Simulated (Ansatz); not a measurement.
# Be3N: the cost of one run

Computed with Ansatz 0.2.0 (DFT PBE, scalar-relativistic, plane waves, PAW, unless a step's input says otherwise).

### Step 1. The structure to begin with

Symmetry: Pmmm, No. 47, orthorhombic system. The conventional cell has a = 3.323 Å, b = 5.589 Å, c = 6.776 Å, α = 90.00°, β = 90.00°, γ = 90.00°. Around Be (site symmetry mm2) lie 2 N at 1.66 Å. Be (site symmetry mmm) is surrounded by 4 Be at 1.64 Å and 2 N at 1.73 Å. Around Be (site symmetry mmm) lie 2 N at 1.65 Å. Be (site symmetry m) is surrounded by 2 N at 1.64 Å and 2 Be at 1.64 to 1.73 Å. Be (site symmetry mmm) is surrounded by 2 N at 1.66 Å. N (site symmetry mm2) has 6 Be at 1.64 to 1.73 Å as nearest neighbours. N (site symmetry mmm) is surrounded by 6 Be at 1.64 to 1.66 Å.

Coordinates:

```cif
data_structure
_symmetry_space_group_name_H-M 'Pmmm'
_symmetry_Int_Tables_number 47
_cell_length_a 3.3232
_cell_length_b 5.5887
_cell_length_c 6.7764
_cell_angle_alpha 90.000
_cell_angle_beta 90.000
_cell_angle_gamma 90.000
_cell_volume 125.86
loop_
_atom_site_label
_atom_site_type_symbol
_atom_site_symmetry_multiplicity
_atom_site_Wyckoff_symbol
_atom_site_fract_x
_atom_site_fract_y
_atom_site_fract_z
_atom_site_occupancy
Be1 Be 2 s 0.50000 0.00000 0.25585 1
Be2 Be 1 a 0.00000 0.00000 0.00000 1
Be3 Be 1 c 0.00000 0.00000 0.50000 1
Be4 Be 4 u 0.00000 0.75000 0.12793 1
Be5 Be 1 f 0.50000 0.50000 0.00000 1
N1 N 2 q 0.00000 0.00000 0.25585 1
N2 N 1 e 0.00000 0.50000 0.00000 1
```

The cell is invented: 6-connected net, bridging atoms on its edges (Pmmm, No. 47). The dimensions are guesses.

### Step 2. A first look at the guess

File input.yaml:

```yaml
crystal:
  lattice:
    - [3.32323067, 0.0, 0.0]
    - [0.0, 5.58873372, 0.0]
    - [0.0, 0.0, 6.7764273]
  atoms:
    - { symbol: Be, position: [0.5, 0.0, 0.25585448] }
    - { symbol: Be, position: [0.0, 0.0, 0.0] }
    - { symbol: Be, position: [0.0, 0.0, 0.5] }
    - { symbol: Be, position: [0.0, 0.75, 0.12792724] }
    - { symbol: Be, position: [0.0, 0.25, 0.12792724] }
    - { symbol: Be, position: [0.5, 0.0, 0.74414552] }
    - { symbol: Be, position: [0.0, 0.75, 0.87207276] }
    - { symbol: Be, position: [0.0, 0.25, 0.87207276] }
    - { symbol: Be, position: [0.5, 0.5, 0.0] }
    - { symbol: "N", position: [0.0, 0.0, 0.25585448] }
    - { symbol: "N", position: [0.0, 0.0, 0.74414552] }
    - { symbol: "N", position: [0.0, 0.5, 0.0] }
basis:
  ecutwfc: 420
kpoints:
  mp_grid: { grid: [6, 4, 4] }
hamiltonian:
  xc: pbe
scf:
  occupations: { method: gaussian, width: 0.1 }
  lower_state_search: "off"
output:
  forces: true
  stress: true
  eigenvalues: true
```

Started as:

```sh
$ ansatz run input.yaml --threads 1 --pin off --max-ram 2560MiB --backend cpu --events-out ev --progress --plain --runs-dir out
```

**Question.** How long does this run take on 1 thread of Arm Neoverse V1, shared host, and how much memory does it need?

About 8.9 s, with a peak of 0.39 GiB.
